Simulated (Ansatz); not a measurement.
Task: a relaxation of the ions of ScRu3, space group Pm-3m, with Ansatz 0.2.0 through its Python package. Give the script and its output. Level of theory: PBEsol, PAW, cutoff 571 eV, 5×5×5 k-points, Fermi-Dirac smearing of 0.1 eV.

```xyz
4
Lattice="3.9384 0.0000 0.0000 0.0000 3.9384 0.0000 0.0000 0.0000 3.9384" Properties=species:S:1:pos:R:3 pbc="T T T"
Sc    0.0000    0.0000    0.0000
Ru    0.0000    1.9692    1.9692
Ru    1.9692    0.0000    1.9692
Ru    1.9692    1.9692    0.0000
```

`relax_scru3.py`:
```python
"""Ionic relaxation of ScRu3."""

from dataclasses import dataclass
import json

import ansatz as az
from ase import Atoms
import numpy as np


@dataclass
class RunConfig:
    occupations: str = "fermi_dirac"
    smearing_width: float = 0.1
    functional: str = "pbesol"
    force_tol: float = 0.02


settings = RunConfig()

atoms = Atoms(
    ["Sc", "Ru", "Ru", "Ru"],
    scaled_positions=[
        [0.0, 0.0, 0.0],
        [0.0, 0.5, 0.5],
        [0.5, 0.0, 0.5],
        [0.5, 0.5, 0.0],
    ],
    cell=[
        [3.93844, 0.0, 0.0],
        [0.0, 3.93844, 0.0],
        [0.0, 0.0, 3.93844],
    ],
    pbc=True,
)
cell = az.Crystal.from_ase(atoms)
# a displaced start

base = (
    cell.move(0, to=[0.03809, -0.03809, 0.03809]).calculation()
    .basis(21 * az.Ha)
    .occupations(settings.occupations, width=settings.smearing_width)  # fractional filling near the Fermi level
    .functional(settings.functional)
    .kpoints(5)
    .relax(force_tolerance=settings.force_tol, max_steps=40)  # relax until the tolerances are met
)
outcome = base.run(events_out="stream.ndjson")
with open("stream.ndjson") as stream:
    events = [json.loads(line) for line in stream]
steps = [e["data"] for e in events if e["event"] == "relax_step"]
r = outcome.report
for s in steps:
    flag = "" if s["accepted"] else "  (rejected)"
    print("step %2d  E = %.5f eV  largest force component = %.4f eV/A%s" % (s["step"], s["lagrangian_ev"], s["allowed_force_max_ev_ang"], flag))

first, last = steps[0], steps[-1]
symbols = [site.symbol for site in outcome.lattice.sites]
print(f"energy gained {first['lagrangian_ev'] - last['lagrangian_ev']:.4f} eV in {len(steps) - 1} steps")

print("relaxed fractional positions")
for site in outcome.lattice.sites:
    print(f"  {site.symbol:2s}", " ".join(f"{v % 1:8.5f}" for v in np.round(site.position_frac, 5)))

moved = np.linalg.norm(np.array(last["positions_ang"]) - np.array(first["positions_ang"]), axis=1)
print("displacement by atom (A):", " ".join(f"{s}:{d:.3f}" for s, d in zip(symbols, moved)))

energy = r["free_energy_ev"]
print("ScRu3: {:.6f} eV = {:.6f} Ry = {:.6f} Ha".format(energy, energy / 13.605693, energy / 27.211386))
print("Fermi level {:.4f} eV, {} k-points, {} symmetry operations".format(r["fermi_energy_ev"], r["n_kpoints"], r["n_symmetry_ops"]))

print(len(r["kpoints_frac"]), "irreducible k-points (fractions, weight)")
for k, weight in list(zip(r["kpoints_frac"], r["kweights"]))[:12]:
    print("  {:8.4f} {:8.4f} {:8.4f}".format(*k), f"{weight:10.6f}")
```

```console
$ python relax_scru3.py
step  1  E = -19560.61035 eV  largest force component = 1.2185 eV/A
step  2  E = -19560.87550 eV  largest force component = 0.1310 eV/A
step  3  E = -19560.88042 eV  largest force component = 0.0730 eV/A
step  4  E = -19560.88386 eV  largest force component = 0.0023 eV/A
energy gained 0.2735 eV in 3 steps
relaxed fractional positions
  Sc  0.00965  0.99035  0.00965
  Ru  0.00930  0.49043  0.50957
  Ru  0.50957  0.99070  0.50957
  Ru  0.50957  0.49043  0.00930
displacement by atom (A): Sc:0.194 Ru:0.065 Ru:0.065 Ru:0.065
ScRu3: -19560.883861 eV = -1437.698459 Ry = -718.849230 Ha
Fermi level 18.8052 eV, 19 k-points, 6 symmetry operations
19 irreducible k-points (fractions, weight)
    0.0000   0.0000   0.0000   0.008000
    0.0000   0.0000   0.2000   0.048000
    0.0000   0.0000   0.4000   0.048000
    0.0000   0.2000   0.2000   0.048000
    0.0000   0.2000   0.4000   0.096000
    0.0000   0.2000  -0.4000   0.096000
    0.0000   0.2000  -0.2000   0.048000
    0.0000   0.4000   0.4000   0.048000
    0.0000   0.4000  -0.4000   0.048000
    0.2000   0.2000   0.2000   0.048000
    0.2000   0.2000   0.4000   0.096000
    0.2000   0.4000   0.2000   0.048000
```

Caveats:
- Total energies depend on the potentials; only differences at equal settings carry meaning. A total without «per atom» is that of the cell as typed.
- For a metal this k-point mesh is coarse: on a finer one energies can move by several to tens of meV an atom and pressures by half a GPa or more, differences at one mesh by less.
- Only differences from the Fermi energy are physical; the zero of the scale is a convention.
- Energies along a relaxation are free energies. A last row that repeats the one before re-solves the same geometry more tightly.
- This cell is a computed structure, which may not be the phase found in nature.
- The whole script took 5.9 s on 1 thread of AMD EPYC 9R45 96-Core Processor (Zen 5), with other jobs on the host, peak memory 0.45 GiB.

(A comment or docstring line of the script was reworded after the run, the code is as it ran.)
